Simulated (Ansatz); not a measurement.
**CH8BNSi: basis-set convergence**

One table from this session's results is given with a row withheld; the runs are named, their logs left out.

Program: Ansatz 0.2.0, Gaussian basis. Level of theory: one geometry, several basis sets. These are calculated values, not measurements.

The runs, in order: PBE0-D4/def2-SVP; ωB97M-V/def2-SVP; PBE0-D4/def2-QZVPP; ωB97M-V/def2-QZVPP; the functionals' def2-TZVPP values are taken from earlier runs.

**Structure used throughout**

The geometry comes from an earlier relaxation with PBE0-D4 in a triple-zeta def2 set; it is a stationary point, not always the lowest conformer.

12 atoms, charge 0, spin multiplicity 1.

Atoms are counted from 1 here; the program's logs count them from 0.

Bond lengths: B1–C2 1.510 Å, B1–Si4 2.056 Å, B1–H5 1.207 Å, B1–H6 1.209 Å, C2–N3 1.321 Å, C2–H7 1.091 Å, N3–H8 1.006 Å, N3–H9 1.008 Å, Si4–H10 1.489 Å, Si4–H11 1.495 Å, Si4–H12 1.494 Å. Angles: C2–B1–Si4 93.5°, C2–B1–H5 114.9°, C2–B1–H6 116.8°, Si4–B1–H5 99.8°, Si4–B1–H6 105.6°, H5–B1–H6 119.9°, B1–C2–N3 126.6°, B1–C2–H7 120.8°, N3–C2–H7 112.5°, C2–N3–H8 122.8°, C2–N3–H9 119.4°, H8–N3–H9 117.5°, B1–Si4–H10 107.9°, B1–Si4–H11 112.8°, B1–Si4–H12 114.5°, H10–Si4–H11 107.8°, H10–Si4–H12 107.2°, H11–Si4–H12 106.3°.

Geometry (Å):

```mol
CH8BNSi
  3D, bonds by distance, orders not assigned

 12 11  0  0  0  0  0  0  0  0999 V2000
   -0.4468    0.9455   -0.3431 B   0  0
    0.1637    0.4768    0.9554 C   0  0
   -0.4200   -0.2705    1.8750 N   0  0
    0.4407   -0.5476   -1.4439 Si  0  0
    0.0875    1.9089   -0.8368 H   0  0
   -1.6376    0.7829   -0.4767 H   0  0
    1.2120    0.6768    1.1839 H   0  0
    0.0844   -0.6905    2.6370 H   0  0
   -1.3927   -0.5129    1.7716 H   0  0
    0.0914   -0.3301   -2.8753 H   0  0
   -0.0367   -1.9111   -1.0601 H   0  0
    1.9312   -0.5834   -1.3528 H   0  0
  1  2  8  0
  1  4  8  0
  1  5  8  0
  1  6  8  0
  2  3  8  0
  2  7  8  0
  3  8  8  0
  3  9  8  0
  4 10  8  0
  4 11  8  0
  4 12  8  0
M  END
```

The first run:

in.yaml reads:

```yaml
crystal:
  periodic: [false, false, false]
  atoms:
    - {symbol: B, position_ang: [-0.446812, 0.945450, -0.343131]}
    - {symbol: C, position_ang: [0.163744, 0.476827, 0.955436]}
    - {symbol: N, position_ang: [-0.419986, -0.270518, 1.874994]}
    - {symbol: Si, position_ang: [0.440717, -0.547598, -1.443944]}
    - {symbol: H, position_ang: [0.087518, 1.908948, -0.836763]}
    - {symbol: H, position_ang: [-1.637632, 0.782902, -0.476679]}
    - {symbol: H, position_ang: [1.211987, 0.676810, 1.183863]}
    - {symbol: H, position_ang: [0.084375, -0.690536, 2.636953]}
    - {symbol: H, position_ang: [-1.392710, -0.512912, 1.771588]}
    - {symbol: H, position_ang: [0.091364, -0.330087, -2.875349]}
    - {symbol: H, position_ang: [-0.036670, -1.911115, -1.060061]}
    - {symbol: H, position_ang: [1.931207, -0.583372, -1.352803]}
basis:
  gaussian: {orbitals: def2-SVP}
hamiltonian: {xc: pbe0, dispersion: d4}
output: {orbitals: {seedname: orbitals}}
```

Run with:

```console
$ ansatz run in.yaml --threads 2 --pin off --events-out ev --progress --plain --max-ram 4352MiB
```

Steps of the session up to this table: PBE0-D4 in def2-SVP; ωB97M-V in def2-SVP; PBE0-D4 in def2-QZVPP; ωB97M-V in def2-QZVPP.

One table of the session follows, with a row left open; its other results are not shown here.

It belongs to the step «Density functionals: the series». 

| functional | basis | HOMO (eV) |
| --- | --- | --- |
| PBE0-D4 | def2-SVP | -6.87 |
| PBE0-D4 | def2-TZVPP | -6.94 |
| PBE0-D4 | def2-QZVPP | -6.95 |
| ωB97M-V | def2-SVP | -8.83 |
| ωB97M-V | def2-TZVPP | -8.93 |
| ωB97M-V | def2-QZVPP | ? |

Estimate the missing values for ωB97M-V, def2-QZVPP.

The run gave: HOMO (eV): -8.95. In the column «HOMO (eV)» it is the lowest.
